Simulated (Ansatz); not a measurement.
# CaMn2Bi2: the cost of one run

Program: Ansatz 0.2.0. Level of theory: DFT LDA, scalar-relativistic, plane waves, PAW. These are calculated values, not measurements.

## Step 1: The starting structure

Symmetry: P-3m1, No. 164, trigonal system. The conventional cell has a = 4.196 Å, b = 4.196 Å, c = 7.760 Å, α = 90.00°, β = 90.00°, γ = 120.00°. Ca (site symmetry -3m) has 6 Bi at 3.14 Å in its first shell of neighbours. Mn (site symmetry 3m) has 4 Bi at 2.65 to 2.67 Å and 3 Mn at 2.87 Å in its first shell of neighbours. Bi (site symmetry 3m) is surrounded by 4 Mn at 2.65 to 2.67 Å and 3 Ca at 3.14 Å.

Structure file:

```
CELL_PARAMETERS angstrom
4.19642 0.00000 0.00000
-2.09821 3.63420 0.00000
0.00000 0.00000 7.76028
ATOMIC_POSITIONS crystal
Ca 0.00000 0.00000 0.00000
Mn 0.66667 0.33333 0.59914
Mn 0.33333 0.66667 0.40086
Bi 0.66667 0.33333 0.25739
Bi 0.33333 0.66667 0.74261
```

This cell comes from an earlier session at LDA: 23.670 Å³/atom at 0.00 GPa, on a 12×12×6 mesh.

## Step 2: Antiferromagnetic, in the cell as typed

The input, input.yaml:

```yaml
crystal:
  lattice:
    - [4.1964178034, 0.0, 0.0]
    - [-2.0982089017, 3.6342044226, 0.0]
    - [0.0, 0.0, 7.760275527]
  atoms:
    - { symbol: Ca, position: [0.0, 0.0, 0.0] }
    - { symbol: Mn, position: [0.6666666667, 0.3333333333, 0.5991374277], spin: 3.5 }
    - { symbol: Mn, position: [0.3333333333, 0.6666666667, 0.4008625723], spin: -3.5 }
    - { symbol: Bi, position: [0.6666666667, 0.3333333333, 0.2573867333] }
    - { symbol: Bi, position: [0.3333333333, 0.6666666667, 0.7426132667] }
basis:
  ecutwfc: 420
  ecutrho_ratio: 4
kpoints:
  mp_grid: { grid: [12, 12, 6] }
hamiltonian:
  xc: lda
scf:
  occupations: { method: gaussian, width: 0.05 }
  lower_state_search: "off"
output:
  forces: true
  stress: true
  eigenvalues: true
  populations: true
magnetization:
  spin_polarized: true
```

Launch:

```bash
$ ansatz run input.yaml --threads 4 --pin off --max-ram 10240MiB --backend cpu --events-out ev --progress --plain --runs-dir out
```

**Question.** How long does this run take on 4 threads of Intel Xeon at 2.50GHz (Skylake/Cascade Lake), shared host, and how much memory does it need?

About 81 s, with a peak of 1 GiB.
